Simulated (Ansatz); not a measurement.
Turn this script for Ansatz's Python interface into the input file that the command-line program reads.

`vcrelax_au2s.py`:
```python
'''Variable-cell relaxation of Au2S.'''

import ansatz as az
from ase import Atoms
from ase.data import atomic_numbers
from ase.neighborlist import neighbor_list
import numpy as np
import spglib

def edges_and_angles(cell):
    cell = np.asarray(cell)
    a, b, c = np.linalg.norm(cell, axis=1)
    cosines = cell[1] @ cell[2] / (b * c), cell[0] @ cell[2] / (a * c), cell[0] @ cell[1] / (a * b)
    return (a, b, c, *np.degrees(np.arccos(cosines)))


def main() -> None:
    vectors = np.array([
        [5.02057, 0.0, 0.0],
        [0.0, 5.02057, 0.0],
        [0.0, 0.0, 5.02057],
    ])
    system = (
        az.Lattice.of(vectors)
        .atom('S', (0.0, 0.0, 0.0))
        .atom('S', (0.5, 0.5, 0.5))
        .atom('Au', (0.25, 0.25, 0.25))
        .atom('Au', (0.25, 0.75, 0.75))
        .atom('Au', (0.75, 0.75, 0.25))
        .atom('Au', (0.75, 0.25, 0.75))
    )

    # a pressure is positive in compression
    setup = system.calculation()
    setup = setup.functional(az.Functional.LDA)
    setup = setup.basis(550)
    setup = setup.kpoints(density=3.4)
    setup = setup.occupations(az.OccupationsMethod.FERMI_DIRAC, width=0.05)
    setup = setup.scf(max_iterations=65)
    setup = setup.relax(force_tolerance=0.01, max_steps=30, pressure=-2, stress_tolerance=0.1)
    setup = setup.band_table()
    steps = []


    def collect(event):
        if event['event'] == 'relax_step':
            steps.append(event['data'])


    outcome = setup.session().plan().execute(on_event=collect)
    data = outcome.report
    print('step   energy (eV)     max comp. (eV/A)   P (GPa)  SCF')
    for s in steps:
        print(f'{s["step"]:4d} {s["lagrangian_ev"]:15.5f} {s["allowed_force_max_ev_ang"]:12.4f} {s["pressure_gpa"]:10.3f} {s["n_scf"]:5d}')

    first, last = steps[0], steps[-1]
    symbols = [site.symbol for site in outcome.lattice.sites]
    print(f'energy gained {first["lagrangian_ev"] - last["lagrangian_ev"]:.4f} eV in {len(steps) - 1} steps')
    for label, vectors in (('before', first['cell_ang']), ('after', outcome.lattice.cell_ang)):
        print(label, 'a b c (A) {:.4f} {:.4f} {:.4f}  angles {:.2f} {:.2f} {:.2f}'.format(*edges_and_angles(vectors)), f' V = {abs(np.linalg.det(vectors)):.3f} A^3')
    print('final stress xx yy zz (GPa, compression positive):', np.round(np.diag(data['stress_gpa']), 3) + 0.0)

    fractions = [site.position_frac for site in outcome.lattice.sites]
    numbers = [atomic_numbers[s] for s in symbols]
    for tolerance in (1e-3, 1e-2, 1e-1):
        print(f'space group at {tolerance} A:', spglib.get_spacegroup((outcome.lattice.cell_ang, fractions, numbers), symprec=tolerance))

    final = Atoms(symbols, positions=last['positions_ang'], cell=outcome.lattice.cell_ang, pbc=True)
    i, j, d = neighbor_list('ijd', final, 4.5)
    print('neighbours within 1.1 times the shortest distance of each atom (A)')
    for atom in range(len(final)):
        near = [m for m in np.argsort(d) if i[m] == atom]
        shell = [m for m in near if d[m] < 1.1 * d[near[0]]]
        print(f'{symbols[atom]}{atom} ({len(shell)}):', ', '.join(f'{symbols[j[m]]} {d[m]:.3f}' for m in shell))

    change = np.array(last['positions_ang']) @ np.linalg.inv(last['cell_ang']) - np.array(first['positions_ang']) @ np.linalg.inv(first['cell_ang'])
    moved = np.linalg.norm(change @ np.array(last['cell_ang']), axis=1)
    print('displacement within the cell, strain taken out (A):', ' '.join(f'{s}:{d:.3f}' for s, d in zip(symbols, moved)))

    for key in ('converged', 'n_iterations', 'n_electrons', 'n_kpoints', 'n_pw', 'n_symmetry_ops', 'free_energy_ev', 'fermi_energy_ev'):
        print(f'{key:18s} {data[key]}')

    fermi = data['fermi_energy_ev']
    print('levels less the Fermi level (eV) at the first k-points')
    for k, levels in list(zip(data['kpoints_frac'], data['eigenvalues_ev']))[:4]:
        print('k = ({:.3f}, {:.3f}, {:.3f})'.format(*k))
        print('   ', ' '.join(f'{e - fermi:.3f}' for e in levels))


if __name__ == '__main__':
    main()
```

Output of `python vcrelax_au2s.py`:
```text
step   energy (eV)     max comp. (eV/A)   P (GPa)  SCF
   1    -53198.12484       0.0000     11.308     6
   2    -53198.51615       0.0000     -1.966     6
   3    -53198.51709       0.0000     -1.964     6
energy gained 0.3922 eV in 2 steps
before a b c (A) 5.0206 5.0206 5.0206  angles 90.00 90.00 90.00  V = 126.549 A^3
after a b c (A) 5.2252 5.2252 5.2252  angles 90.00 90.00 90.00  V = 142.664 A^3
final stress xx yy zz (GPa, compression positive): [-1.964 -1.964 -1.964]
space group at 0.001 A: Pn-3m (224)
space group at 0.01 A: Pn-3m (224)
space group at 0.1 A: Pn-3m (224)
neighbours within 1.1 times the shortest distance of each atom (A)
S0 (4): Au 2.263, Au 2.263, Au 2.263, Au 2.263
S1 (4): Au 2.263, Au 2.263, Au 2.263, Au 2.263
Au2 (2): S 2.263, S 2.263
Au3 (2): S 2.263, S 2.263
Au4 (2): S 2.263, S 2.263
Au5 (2): S 2.263, S 2.263
displacement within the cell, strain taken out (A): S:0.000 S:0.000 Au:0.000 Au:0.000 Au:0.000 Au:0.000
converged          True
n_iterations       6
n_electrons        88.0
n_kpoints          10
n_pw               4139
n_symmetry_ops     48
free_energy_ev     -53198.517087664724
fermi_energy_ev    10.00254794430133
levels less the Fermi level (eV) at the first k-points
k = (0.000, 0.000, 0.000)
    -105.265 -105.265 -105.265 -105.265 -56.985 -56.976 -56.976 -56.976 -56.410 -56.410 -56.406 -56.406 -56.406 -56.404 -56.404 -56.404 -15.244 -13.732 -7.905 -7.905 -7.905 -4.824 -4.503 -4.503 -4.483 -4.483 -4.483 -3.866 -3.866 -3.866 -3.336 -3.336 -3.302 -3.302 -3.302 -3.226 -3.226 -3.226 -2.615 -2.615 -2.615 -0.963 -0.963 -0.963 0.905 0.905 1.264 5.518 5.518 5.518 6.548 6.548 6.548
k = (0.000, 0.000, 0.200)
    -105.265 -105.265 -105.265 -105.265 -56.984 -56.977 -56.976 -56.976 -56.410 -56.410 -56.406 -56.406 -56.406 -56.405 -56.404 -56.404 -15.128 -13.918 -7.800 -7.800 -7.607 -5.081 -5.081 -4.971 -4.656 -4.413 -4.400 -3.796 -3.747 -3.747 -3.430 -3.343 -3.295 -3.289 -3.235 -3.235 -2.769 -2.707 -2.707 -2.632 -2.632 -1.876 -1.040 -1.040 1.385 1.684 2.186 4.631 4.631 5.095 5.662 6.579 6.579
k = (0.000, 0.000, 0.400)
    -105.265 -105.265 -105.265 -105.265 -56.982 -56.979 -56.976 -56.976 -56.409 -56.408 -56.407 -56.406 -56.405 -56.405 -56.404 -56.404 -14.803 -14.349 -7.584 -7.584 -6.845 -5.876 -5.715 -5.715 -4.308 -4.229 -4.154 -3.776 -3.679 -3.651 -3.651 -3.453 -3.361 -3.202 -3.202 -3.180 -3.004 -2.939 -2.775 -2.775 -1.835 -1.835 -1.258 -1.258 2.559 2.711 3.819 3.819 3.821 4.080 4.568 5.962 5.962
k = (0.000, 0.200, 0.200)
    -105.265 -105.265 -105.265 -105.265 -56.984 -56.977 -56.976 -56.976 -56.409 -56.409 -56.406 -56.406 -56.405 -56.405 -56.404 -56.404 -15.029 -14.055 -7.847 -7.721 -7.227 -5.597 -5.352 -4.984 -4.545 -4.385 -4.381 -3.918 -3.794 -3.522 -3.403 -3.369 -3.317 -3.310 -3.213 -2.952 -2.884 -2.814 -2.755 -2.516 -2.391 -2.005 -1.378 -1.135 2.003 2.103 2.616 3.842 4.313 4.374 5.430 6.546 7.346
```

`input.yaml`:
```yaml
crystal:
  lattice:
    - [5.02057, 0.0, 0.0]
    - [0.0, 5.02057, 0.0]
    - [0.0, 0.0, 5.02057]
  atoms:
    - { symbol: S, position: [0.0, 0.0, 0.0] }
    - { symbol: S, position: [0.5, 0.5, 0.5] }
    - { symbol: Au, position: [0.25, 0.25, 0.25] }
    - { symbol: Au, position: [0.25, 0.75, 0.75] }
    - { symbol: Au, position: [0.75, 0.75, 0.25] }
    - { symbol: Au, position: [0.75, 0.25, 0.75] }
basis:
  ecutwfc: 550.0
kpoints:
  mp_grid: { kspacing: 0.2941176470588 }
hamiltonian:
  xc: lda
scf:
  max_iter: 65
  occupations: { method: fermi_dirac, width: 0.05 }
relax:
  f_tol: 0.01
  max_steps: 30
  cell: { p_target: -2.0, stress_tol: 0.1 }
output:
  eigenvalues: true
```

The program run on that file:
```console
$ ansatz run input.yaml --threads 1 --pin off --max-ram 3072MiB --backend cpu --events-out ev --progress --plain --runs-dir out
Engine: ansatz 0.2.0, aarch64-unknown-linux-gnu
Pseudopotentials: kind: paw
Pseudopotential: S, paw, valence charge 6, recommended cutoff 420 eV (normal), S.paw.azcp
Pseudopotential: Au, paw, valence charge 19, recommended cutoff 420 eV (normal), Au.paw.azcp
Functional definition: SPW92
  exchange = slater_x
  correlation = pw_c
Crystal: 6 atoms, lattice volume = 126.549 Å³
Basis set: ecut = 550 eV, 3743 PW (Γ)
Bands: 53, of which v1, the nominal top of the filled ones, is band 44 counted from 1 (43 counted from 0)
Symmetry: 48 space group operations
Space group: Pn-3m (ITA 224), of the structure as read, at distance tolerance 5.0e-5 Å
k-points: 10 of 125
Non-local potential: S, projectors of the file, l = 0: 2, l = 1: 2, l = 2: 2
Non-local potential: Au, projectors of the file, l = 0: 3, l = 1: 2, l = 2: 2, l = 3: 1
PAW form: soft (Blöchl's): semilocal exchange-correlation on the pseudo side does not see the compensation charge
PAW frozen core: S, regenerated for the run's functional, and the local potential with it (the file was generated under x = pbe(κ = 0.804, μ = 0.2195149727645171), c = pbe(β = 0.06672455060314922))
PAW frozen core: Au, regenerated for the run's functional, and the local potential with it (the file was generated under x = pbe(κ = 0.804, μ = 0.2195149727645171), c = pbe(β = 0.06672455060314922))
PAW one-centre angular grid: S, 110 points (default); XC on 64 Gauss nodes
PAW one-centre angular grid: Au, 590 points (default); XC on 64 Gauss nodes
Initial density: superposition of atomic densities (neutral atoms: chi_scale 0, normalization atom), corrected by the library's trained network
Initial wavefunctions: pseudopotential atomic-orbital guess
Functional: x = slater, c = lda
SCF iter   1: F=—  HF=-53198.146715 eV  |F-HF|=—  |Δ(HF+E_count)|=         —  Δρ=6.96e-3  dr2=6.57e-2  ethr=1.77e-3  ⟨swp⟩=7.3  Hψ=2152  notcnv=0  defer=6
preconditioner: auto → Resta (q_TF=auto, 2.568 Å⁻¹)  ε∞=7.5  [insulator: Δε(μ)=1.209 eV  Ē_g=9.658 eV  σ=0.050 eV  W_gap=1.00  n_scr=32 (ndim 8)  ℏωp=24.7 eV  f_vac=0.021  D(μ)=0.00/eV (n_scr^D=0)  ε∞_Penn≈7.5]
SCF iter   2: F=—  HF=-53198.130755 eV  |F-HF|=—  |Δ(HF+E_count)|=   1.60e-2  Δρ=3.44e-3  dr2=1.57e-2  ethr=7.46e-5  ⟨swp⟩=2.3  Hψ=898  notcnv=0  defer=16
SCF iter   3: F=—  HF=-53198.125187 eV  |F-HF|=—  |Δ(HF+E_count)|=   5.57e-3  Δρ=7.96e-4  dr2=1.25e-3  ethr=1.78e-5  ⟨swp⟩=2.5  Hψ=772  notcnv=0  defer=16
SCF iter   4: F=—  HF=-53198.124827 eV  |F-HF|=—  |Δ(HF+E_count)|=   3.60e-4  Δρ=2.65e-4  dr2=6.85e-5  ethr=1.42e-6  ⟨swp⟩=2.2  Hψ=695  notcnv=0  defer=16
SCF iter   5: F=—  HF=-53198.124844 eV  |F-HF|=—  |Δ(HF+E_count)|=   1.70e-5  Δρ=3.94e-5  dr2=1.74e-6  ethr=7.78e-8  ⟨swp⟩=2.0  Hψ=725  notcnv=0  defer=16
SCF iter   6: F=-53198.124844 eV  HF=-53198.124844 eV  |F-HF|=1.24e-8  |Δ(HF+E_count)|=   1.20e-7  Δρ=8.42e-6  dr2=6.35e-8  ethr=1.14e-10  ⟨swp⟩=8.7  Hψ=2664  notcnv=0
SCF 1 converged in 6 iterations: F = -53198.124844 eV  dr2 = 6.35e-8
  greatest PAW one-centre occupation: 1.002 electrons in one spin orbital (limit 2), on the Au atom at site 5 (counted from 0), in its partial waves of l = 0
relax step   1: F+E_penalty+E_count = -53198.12484438 eV  Δ(F+E_penalty+E_count) = +0.000e0 eV  max|allowed force component| = 4.626e-18 eV/Å  Δτ_max = 0.0000 Å  P = +11.308 GPa  Ω = 126.549 Å³  (6 SCF iters, dr2 threshold 1.00e-7 eV, accepted)
Crystal: 6 atoms, lattice volume = 142.664 Å³
Basis set: ecut = 550 eV, 4139 PW (Γ)
Initial density: handed on by an earlier stage of this run
Initial wavefunctions: those handed on with the density
iter 1 solved again at ethr=3.12e-4 eV; its pass at ethr=3.10e-3 eV (dr2=2.74e-1 eV) is discarded
SCF iter   1: F=—  HF=-53198.600816 eV  |F-HF|=—  |Δ(HF+E_count)|=         —  Δρ=1.16e-2  dr2=2.78e-1  ethr=3.12e-4  ⟨swp⟩=1.7  Hψ=2788  notcnv=0
preconditioner: auto → Resta (q_TF=auto, 2.517 Å⁻¹)  ε∞=7.6  [insulator: Δε(μ)=1.985 eV  Ē_g=9.045 eV  σ=0.050 eV  W_gap=1.00  n_scr=32 (ndim 8)  ℏωp=23.3 eV  f_vac=0.034  D(μ)=0.00/eV (n_scr^D=0)  ε∞_Penn≈7.6]
SCF iter   2: F=—  HF=-53198.524006 eV  |F-HF|=—  |Δ(HF+E_count)|=   7.68e-2  Δρ=4.40e-3  dr2=2.43e-2  ethr=3.12e-4  ⟨swp⟩=2.1  Hψ=877  notcnv=0
SCF iter   3: F=—  HF=-53198.516523 eV  |F-HF|=—  |Δ(HF+E_count)|=   7.48e-3  Δρ=1.49e-3  dr2=1.80e-3  ethr=2.76e-5  ⟨swp⟩=2.0  Hψ=754  notcnv=0
SCF iter   4: F=—  HF=-53198.516156 eV  |F-HF|=—  |Δ(HF+E_count)|=   3.67e-4  Δρ=2.74e-4  dr2=6.67e-5  ethr=2.05e-6  ⟨swp⟩=2.5  Hψ=906  notcnv=0
SCF iter   5: F=—  HF=-53198.516144 eV  |F-HF|=—  |Δ(HF+E_count)|=   1.21e-5  Δρ=4.69e-5  dr2=3.70e-6  ethr=7.58e-8  ⟨swp⟩=2.7  Hψ=940  notcnv=0
SCF iter   6: F=-53198.516146 eV  HF=-53198.516146 eV  |F-HF|=1.34e-8  |Δ(HF+E_count)|=   1.26e-6  Δρ=1.21e-5  dr2=2.64e-7  ethr=6.82e-10  ⟨swp⟩=8.2  Hψ=2122  notcnv=0
SCF 2 converged in 6 iterations: F = -53198.516146 eV  dr2 = 2.64e-7
relax step   2: F+E_penalty+E_count = -53198.51614560 eV  Δ(F+E_penalty+E_count) = -3.913e-1 eV  max|allowed force component| = 4.626e-17 eV/Å  Δτ_max = 0.0000 Å  P = -1.966 GPa  Ω = 142.664 Å³  energy of the carried Pulay correction = -8.680e-4 eV  (6 SCF iters, dr2 threshold 6.00e-7 eV, accepted)
Initial wavefunctions: pseudopotential atomic-orbital guess (no wavefunctions were taken with the density)
iter 1 solved again at ethr=2.37e-7 eV; its pass at ethr=3.10e-3 eV (dr2=2.08e-4 eV) is discarded
SCF iter   1: F=—  HF=-53198.515250 eV  |F-HF|=—  |Δ(HF+E_count)|=         —  Δρ=1.21e-3  dr2=3.58e-5  ethr=2.37e-7  ⟨swp⟩=3.0  Hψ=3499  notcnv=0
preconditioner: auto → Resta (q_TF=auto, 2.517 Å⁻¹)  ε∞=7.8  [insulator: Δε(μ)=1.868 eV  Ē_g=8.951 eV  σ=0.050 eV  W_gap=1.00  n_scr=32 (ndim 8)  ℏωp=23.3 eV  f_vac=0.029  D(μ)=0.00/eV (n_scr^D=0)  ε∞_Penn≈7.8]
SCF iter   2: F=—  HF=-53198.516609 eV  |F-HF|=—  |Δ(HF+E_count)|=   1.36e-3  Δρ=6.13e-4  dr2=9.21e-6  ethr=4.07e-8  ⟨swp⟩=1.0  Hψ=530  notcnv=0
SCF iter   3: F=—  HF=-53198.517082 eV  |F-HF|=—  |Δ(HF+E_count)|=   4.73e-4  Δρ=5.13e-6  dr2=3.99e-8  ethr=1.05e-8  ⟨swp⟩=1.0  Hψ=530  notcnv=0
SCF iter   4: F=—  HF=-53198.517088 eV  |F-HF|=—  |Δ(HF+E_count)|=   5.30e-6  Δρ=2.06e-6  dr2=9.11e-9  ethr=4.54e-11  ⟨swp⟩=2.1  Hψ=802  notcnv=0
SCF iter   5: F=—  HF=-53198.517088 eV  |F-HF|=—  |Δ(HF+E_count)|=   2.68e-9  Δρ=6.21e-7  dr2=8.92e-10  ethr=1.03e-11  ⟨swp⟩=1.0  Hψ=530  notcnv=0
SCF iter   6: F=-53198.517088 eV  HF=-53198.517088 eV  |F-HF|=0.00e0  |Δ(HF+E_count)|=  1.82e-10  Δρ=9.28e-8  dr2=1.85e-11  ethr=1.00e-12  ⟨swp⟩=4.3  Hψ=1769  notcnv=0
SCF 3 converged in 6 iterations: F = -53198.517088 eV  dr2 = 1.85e-11
relax step   3: F+E_penalty+E_count = -53198.51708766 eV  Δ(F+E_penalty+E_count) = -9.421e-4 eV  max|allowed force component| = 4.626e-17 eV/Å  Δτ_max = 0.0000 Å  P = -1.964 GPa  Ω = 142.664 Å³  stress off target by 3.60e-2 GPa  SCF on the basis re-selected at this cell (its energy is not comparable with the rows above)  (6 SCF iters)
basis re-selected at this cell: Δ(F+E_penalty+E_count) = -9.421e-4 eV, ΔP = +0.002 GPa vs the last step (what re-selecting the basis moved, of the pressure what is left beyond the Pulay correction that the steps carried, after the strain that the cell walked since its last selection, with what the two solves' SCF thresholds leave and, on support functions, any second-order correction that the steps lacked; it is no measure of the basis error at this ecutwfc). This SCF's stress stands 3.60e-2 GPa from its target on what of the cell is left free (relax.cell.stress_tol is 1.00e-1 GPa) and its largest allowed force component is 4.63e-17 eV/Å (relax.f_tol is 1.00e-2 eV/Å): within both
SCF converged after 6 iterations
Free energy (F): -53198.517088 eV
Harris-Foulkes:  -53198.517088 eV  (|F-HF|=0.00e0)
Internal energy: -53198.517088 eV  (E = F + TS)
E sigma→0 (E₀):  -53198.517088 eV
Fermi energy:    10.002548 eV
--- Per-component energies (eV) ---
  E_band       = -1580.372549
  E_kinetic    = 2639.984933
  E_local      = -10763.745255  (includes V_loc(G=0)·N_el)
  E_nonlocal   = 380.652413
  E_hartree    = 4458.849251
  E_xc         = -1096.880069
  E_vxc        = -1272.371216  (∫ρ·V_xc dr)
  E_paw        = -38832.425532  (= ΣΔE_a)
  E_vpaw       = -1482.594109  (= ΣTr[D̂ρ^β])
  E_aug_tail   = 0.001734  (compensation charges beyond the density's cutoff)
  E_ewald      = -9987.351828
  E_core_change = 2.397266  (= ΣΔE_core)
  E_smearing   = -0.000000  (= −TS)
  E_closure    = -0.000000  (closes the sum)
  Σ components = -53198.517088   (vs F -53198.517088, Δ=0.00e0)
--- Forces (eV/Å), atoms counted from 1 ---
  atom   1  S     -0.00000000     0.00000000     0.00000000
  atom   2  S      0.00000000    -0.00000000     0.00000000
  atom   3  Au     0.00000000     0.00000000     0.00000000
  atom   4  Au    -0.00000000    -0.00000000     0.00000000
  atom   5  Au     0.00000000     0.00000000     0.00000000
  atom   6  Au    -0.00000000     0.00000000    -0.00000000
  max |Σ_I F_I| component: 4.63e-18 eV/Å
--- Stress (GPa, compression-positive) ---
       -1.964001       0.000000       0.000000
        0.000000      -1.964001      -0.000000
        0.000000      -0.000000      -1.964001
  P = ⅓ Tr σ = -1.9640 GPa (-19.640 kbar)
--- Band table (eV; the first three rows and the last of 10) ---
  k-point 0: bands = ["-95.2622", "-95.2620", "-95.2620", "-95.2620", "-46.9828", "-46.9732", "-46.9732", "-46.9732", "-46.4078", "-46.4078", "-46.4032", "-46.4032", "-46.4032", "-46.4015", "-46.4015", "-46.4015", "-5.2414", "-3.7296", "2.0971", "2.0971", "2.0971", "5.1782", "5.4996", "5.4996", "5.5200", "5.5200", "5.5200", "6.1368", "6.1368", "6.1368", "6.6664", "6.6664", "6.7004", "6.7004", "6.7004", "6.7769", "6.7769", "6.7769", "7.3879", "7.3879", "7.3879", "9.0392", "9.0392", "9.0392", "10.9075", "10.9075", "11.2668", "15.5206", "15.5206", "15.5206", "16.5508", "16.5508", "16.5508"]
  k-point 1: bands = ["-95.2622", "-95.2621", "-95.2620", "-95.2620", "-46.9818", "-46.9741", "-46.9732", "-46.9732", "-46.4073", "-46.4072", "-46.4036", "-46.4031", "-46.4031", "-46.4021", "-46.4016", "-46.4016", "-5.1252", "-3.9157", "2.2022", "2.2022", "2.3960", "4.9213", "4.9213", "5.0314", "5.3468", "5.5896", "5.6021", "6.2062", "6.2551", "6.2551", "6.5725", "6.6595", "6.7073", "6.7138", "6.7675", "6.7675", "7.2332", "7.2954", "7.2954", "7.3701", "7.3701", "8.1265", "8.9630", "8.9630", "11.3878", "11.6867", "12.1890", "14.6334", "14.6334", "15.0975", "15.6641", "16.5817", "16.5817"]
  k-point 2: bands = ["-95.2622", "-95.2621", "-95.2620", "-95.2620", "-46.9795", "-46.9765", "-46.9732", "-46.9732", "-46.4062", "-46.4056", "-46.4048", "-46.4037", "-46.4028", "-46.4028", "-46.4019", "-46.4019", "-4.8005", "-4.3463", "2.4189", "2.4189", "3.1575", "4.1267", "4.2872", "4.2872", "5.6942", "5.7732", "5.8487", "6.2262", "6.3234", "6.3518", "6.3518", "6.5497", "6.6419", "6.8004", "6.8004", "6.8227", "6.9990", "7.0632", "7.2271", "7.2271", "8.1674", "8.1674", "8.7447", "8.7447", "12.5613", "12.7133", "13.8212", "13.8212", "13.8232", "14.0823", "14.5704", "15.9644", "15.9644"]
  k-point 9: bands = ["-95.2621", "-95.2621", "-95.2621", "-95.2621", "-46.9823", "-46.9738", "-46.9731", "-46.9731", "-46.4071", "-46.4071", "-46.4068", "-46.4021", "-46.4021", "-46.4016", "-46.4015", "-46.4015", "-5.0453", "-3.9260", "2.1887", "2.1887", "2.3748", "4.9222", "5.0729", "5.0729", "5.6384", "5.6384", "5.8053", "5.9018", "5.9018", "6.4982", "6.4982", "6.5155", "6.5695", "6.6133", "6.6133", "6.8916", "6.9655", "6.9655", "7.2957", "7.2957", "8.1048", "8.3007", "8.3007", "8.3172", "11.9002", "12.5937", "12.5937", "14.1356", "14.4227", "14.4227", "15.4734", "16.6753", "17.1177"]
--- Relaxed structure (2 steps of the walk, 2 accepted, 1 SCFs on fresh bases) ---
  F+E_penalty+E_count = -53198.51708766 eV   max|allowed force component| = 4.626e-17 eV/Å   (the final SCF, on the basis selected at the relaxed cell)
  cell:  # Å, volume = 142.6637 Å³
    - [5.225219345334493, 0.0, -2.0543252740130518e-33]
    - [-3.0814879110195774e-33, 5.2252193453344935, 0.0]
    - [-1.5407439555097887e-33, 0.0, 5.2252193453344935]
  atoms:
    - { symbol: S, position: [2.4636147065546165e-33, -1.1337742421168306e-33, -2.1311545904451712e-35] }
    - { symbol: S, position: [0.5, 0.5, 0.5] }
    - { symbol: Au, position: [0.25, 0.25, 0.25] }
    - { symbol: Au, position: [0.25, 0.7500000000000001, 0.7500000000000001] }
    - { symbol: Au, position: [0.75, 0.7500000000000001, 0.25] }
    - { symbol: Au, position: [0.75, 0.25, 0.7500000000000001] }
```

Notes:
- Total energies depend on the potentials; only differences at equal settings carry meaning. A total without «per atom» is that of the cell as typed.
- Forces vanish by symmetry, so the ions can't move, and the end may be a saddle.
- The computed bands are complete only to about 6.0 eV above the Fermi level.
- Part of the cell is held or a pressure is applied, so the end point needn't be the zero-pressure lattice.
- At a fixed pressure a relaxation lowers the enthalpy F + PV, while F alone can rise.
- The zero of the levels is a convention of the potentials, so an absolute Fermi energy is no work function.
- Energies along a relaxation are free energies. Rows at an unchanged volume are solved on a plane-wave basis chosen afresh for that cell, so the energy jumps there and such rows are no steps of the walk.
- Symmetry holds the cell in this phase, whether or not it is the stable one at this pressure.
- An opening on this mesh may only mean that it misses a point where bands touch.
- The starting cell is as deposited in a crystallographic database; the results hold for this polymorph, which needn't be the stable one.
- Levels are Kohn-Sham eigenvalues on this mesh, without spin-orbit coupling.
- Hardware and time: 35 s on 1 thread of Arm Neoverse N1 (shared host), peak memory 0.54 GiB.

(Lines on the test bed's own set-up are left out of the output.)
